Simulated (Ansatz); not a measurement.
# In3GaN4: further runs on the relaxed cell

An exercise on one series of results from a longer session: the logs are not shown, and one member is left open.

Program: Ansatz 0.2.0. Level of theory: DFT r2SCAN, scalar-relativistic, plane waves, PAW. These are calculated values, not measurements.

## Starting point

Symmetry: P6_3mc, No. 186, hexagonal system. Conventional cell: a = 6.906 Å, b = 6.906 Å, c = 5.590 Å, α = 90.00°, β = 90.00°, γ = 120.00°. In (site symmetry m) has 4 N at 2.13 to 2.17 Å in its first shell of neighbours. Ga (site symmetry 3m) has 4 N at 1.94 to 1.97 Å in its first shell of neighbours. Around N (site symmetry m) lie 1 Ga at 1.97 Å and 3 In at 2.17 Å. N (site symmetry 3m) has 1 Ga at 1.94 Å and 3 In at 2.13 Å in its first shell of neighbours.

As a file:

```cif
data_structure
_symmetry_space_group_name_H-M 'P6_3mc'
_symmetry_Int_Tables_number 186
_cell_length_a 6.9065
_cell_length_b 6.9065
_cell_length_c 5.5901
_cell_angle_alpha 90.000
_cell_angle_beta 90.000
_cell_angle_gamma 120.000
_cell_volume 230.92
loop_
_atom_site_label
_atom_site_type_symbol
_atom_site_symmetry_multiplicity
_atom_site_Wyckoff_symbol
_atom_site_fract_x
_atom_site_fract_y
_atom_site_fract_z
_atom_site_occupancy
In1 In 6 c 0.16956 0.83044 0.49800 1
Ga1 Ga 2 b 0.66667 0.33333 0.49951 1
N1 N 6 c 0.17704 0.82296 0.88649 1
N2 N 2 b 0.66667 0.33333 0.84703 1
```

It goes back to an entry of the Materials Project, which need not be the stable form.

It is the result of an earlier relaxation at this level (volume 14.43 Å³/atom; gap on the mesh: 0.42 eV).

Set-up of the first run:

input.yaml reads:

```yaml
crystal:
  lattice:
    - [6.8367227023, 0.0, 0.0]
    - [-3.4183613511, 5.9207755388, 0.0]
    - [0.0, 0.0, 5.5336562711]
  atoms:
    - { symbol: In, position: [0.1695610185, 0.8304389815, 0.497997839] }
    - { symbol: In, position: [0.660877963, 0.8304389815, 0.497997839] }
    - { symbol: In, position: [0.1695610185, 0.339122037, 0.497997839] }
    - { symbol: In, position: [0.8304389815, 0.660877963, 0.997997839] }
    - { symbol: In, position: [0.339122037, 0.1695610185, 0.997997839] }
    - { symbol: In, position: [0.8304389815, 0.1695610185, 0.997997839] }
    - { symbol: Ga, position: [0.6666666667, 0.3333333333, 0.4995106192] }
    - { symbol: Ga, position: [0.3333333333, 0.6666666667, 0.9995106192] }
    - { symbol: "N", position: [0.1770430154, 0.8229569846, 0.8864902304] }
    - { symbol: "N", position: [0.6459139691, 0.8229569846, 0.8864902304] }
    - { symbol: "N", position: [0.1770430154, 0.3540860309, 0.8864902304] }
    - { symbol: "N", position: [0.6666666667, 0.3333333333, 0.8470251726] }
    - { symbol: "N", position: [0.3333333333, 0.6666666667, 0.3470251726] }
    - { symbol: "N", position: [0.8229569846, 0.6459139691, 0.3864902304] }
    - { symbol: "N", position: [0.3540860309, 0.1770430154, 0.3864902304] }
    - { symbol: "N", position: [0.8229569846, 0.1770430154, 0.3864902304] }
basis:
  ecutwfc: 500
kpoints:
  mp_grid: { grid: [6, 6, 6] }
hamiltonian:
  xc: r2scan
scf:
  occupations: { method: gaussian, width: 0.01 }
output:
  forces: true
  stress: true
  eigenvalues: true
relax:
  adjacent_minimum: "off"
  f_tol: 0.01
  max_steps: 30
  cell: { stress_tol: 0.1, fix: [volume] }
```

Started as:

```console
$ ansatz run input.yaml --threads 4 --pin off --max-ram 10240MiB --backend cpu --events-out ev --progress --plain --runs-dir out
```

Among the steps run: The cell scaled to 0.97 of its volume; Volume × 1.03; Volume × 0.94; The cell scaled to 1.06 of its volume; Volume × 0.91; The cell scaled to 1.10 of its volume; The cell scaled to 0.88 of its volume.

One of the session's tables, all rows but one given; the rest of the session is left out.

It belongs to the step «Energy against volume». 

| volume (Å³/atom) | energy above the lowest point (meV/atom) | pressure (GPa) | gap on the mesh (eV) |
| --- | --- | --- | --- |
| 12.701 | 124.3 | 25.83 | 0.87 |
| 13.134 | 65.8 | 17.69 | 0.76 |
| 13.567 | ? | ? | ? |
| 14.000 | 6.5 | 4.95 | 0.53 |
| 14.433 | 0.0 | -0.01 | 0.42 |
| 14.866 | 5.9 | -4.21 | 0.30 |
| 15.299 | 22.2 | -7.76 | 0.19 |
| 15.876 | 57.4 | -11.66 | 0.05 |

Estimate the missing values for volume (Å³/atom) = 13.567.

Worked estimate for «energy above the lowest point (meV/atom)». A straight line through the neighbours (13.134, 65.8) and (14.000, 6.5) gives 65.8 + (6.5 − 65.8) × (13.567 − 13.134) / (14.000 − 13.134) = 36.1; a parabola fitted to 4 rows on both sides gives 27.5.

**Answer.** energy above the lowest point (meV/atom): 27.5; pressure (GPa): 10.79; gap on the mesh (eV): 0.65. In «energy above the lowest point (meV/atom)» the line misses by +8.6 and the parabola by 0.0.

Caveats from the session: The final runs have no spin polarisation, so a magnetic state may lie lower.
